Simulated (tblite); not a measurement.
# C4H11NSi2: the cost of one run

Programs: PySCF 2.14.0 with density-fitted response routines of our own, and tblite 0.8.0. All values are computed, except where a source is named. Atoms count from 0 throughout.

## Step 1: The molecule as given

18 atoms, charge 0, multiplicity 1; geometry from: force field or distance geometry start.

Bonds of the start (Å): C0–H7 1.09, C0–H8 1.09, C0–H9 1.10, C0–Si1 1.87, C4–C5 1.29, C4–C6 1.43, C5–C6 1.44, C5–H15 1.07, C6–H16 1.08, C6–H17 1.08, N2–C4 1.34, N2–Si3 1.71, Si1–H10 1.48, Si1–H11 1.48, Si1–N2 1.71, Si3–H12 1.49, Si3–H13 1.48, Si3–H14 1.48.

## Step 2: GFN2-xTB relaxation, start minimum

The job: settings as JSON, then the geometry in Å.

```
{"job": {"xc": "GFN2-xTB", "basis": "xTB", "kind": "relax"}, "charge": 0, "multiplicity": 1}
C      2.340100    -0.530300    -0.167300
Si     0.979400     0.391000    -1.050000
N     -0.369900     0.480200    -0.010800
Si    -0.403000     2.028900     0.720800
C     -1.265200    -0.490900     0.221500
C     -2.313500    -1.037700     0.748300
C     -1.550600    -1.834600    -0.181000
H      2.007600    -1.519700     0.146000
H      3.207900    -0.657100    -0.815200
H      2.658200     0.004900     0.734400
H      1.456100     1.716300    -1.498900
H      0.575200    -0.371600    -2.249400
H      0.867900     2.251400     1.466300
H     -1.508900     2.069300     1.709000
H     -0.630400     3.082600    -0.290300
H     -3.144700    -0.970100     1.415700
H     -0.934500    -2.614200     0.245100
H     -1.980600    -1.992100    -1.155900
```

On the command line:

```console
> OMP_NUM_THREADS=1 python ens_run.py task.json out
```

This one command runs the whole study; its stages follow in the order run.

Q: Estimate the wall time of this first job on 1 thread of Intel Xeon at 2.50GHz, shared host.

About 5.6 s.
